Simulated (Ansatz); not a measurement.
# AgO: scans of the energy surface

The task here is to estimate one member of a computed series from the others.

Program: Ansatz 0.2.0. Level of theory: DFT PBEsol, scalar-relativistic, plane waves, PAW. These are calculated values, not measurements.

## The structure to begin with

Symmetry: F-43m, No. 216, cubic system. The conventional cell has a = 4.816 Å, b = 4.816 Å, c = 4.816 Å, α = 90.00°, β = 90.00°, γ = 90.00°. Around Ag (site symmetry -43m) lie 4 O at 2.09 Å. Around O (site symmetry -43m) lie 4 Ag at 2.09 Å.

Structure file:

```cif
data_structure
_symmetry_space_group_name_H-M 'F-43m'
_symmetry_Int_Tables_number 216
_cell_length_a 4.8160
_cell_length_b 4.8160
_cell_length_c 4.8160
_cell_angle_alpha 90.000
_cell_angle_beta 90.000
_cell_angle_gamma 90.000
_cell_volume 111.70
loop_
_atom_site_label
_atom_site_type_symbol
_atom_site_symmetry_multiplicity
_atom_site_Wyckoff_symbol
_atom_site_fract_x
_atom_site_fract_y
_atom_site_fract_z
_atom_site_occupancy
Ag1 Ag 4 a 0.00000 0.00000 0.00000 1
O1 O 4 c 0.25000 0.25000 0.25000 1
```

No relaxation comes first: the listed cell is the starting point.

The first run:

The input, input.yaml:

```yaml
crystal:
  lattice:
    - [0.0, 2.408, 2.408]
    - [2.408, 0.0, 2.408]
    - [2.408, 2.408, 0.0]
  atoms:
    - { symbol: Ag, position: [0.0, 0.0, 0.0] }
    - { symbol: O, position: [0.75, 0.75, 0.75] }
basis:
  ecutwfc: 420
kpoints:
  mp_grid: { grid: [18, 18, 18] }
hamiltonian:
  xc: pbesol
scf:
  occupations: { method: gaussian, width: 0.15 }
output:
  forces: true
  stress: true
  eigenvalues: true
```

Steps of the session up to this table: Zero of the scan; ε = -0.1500; ε = 0.1125; At ε = -0.0750; At ε = 0.0375; ε = 0.1500; At ρ = 0.707; ρ = 1.414; Point ρ = 0.850; ρ = 1.200.

One of the session's tables, all rows but one given; the rest of the session is left out.

It belongs to the step «The scan collected». 

| ρ | ΔE (meV/atom) | pressure (GPa) |
| --- | --- | --- |
| 0.707 | -72.2 | 2.2 |
| 0.850 | ? | ? |
| 1.000 | 0.0 | 11.0 |
| 1.200 | -24.3 | 7.9 |
| 1.414 | -41.5 | 1.1 |

Q: Estimate the row for ρ = 0.850 from the others.

Worked estimate for «ΔE (meV/atom)». A straight line through the neighbours (0.707, -72.2) and (1.000, 0.0) gives -72.2 + (0.0 + 72.2) × (0.850 − 0.707) / (1.000 − 0.707) = -37.0; a parabola fitted to 3 rows on both sides gives -21.0.

The run gave: ΔE (meV/atom): -21.0; pressure (GPa): 8.8. In «ΔE (meV/atom)» the line misses by -16.0 and the parabola by 0.0.

Limits of these values: Spin polarisation is off in the runs that give these values; a magnetic solution could lie lower.
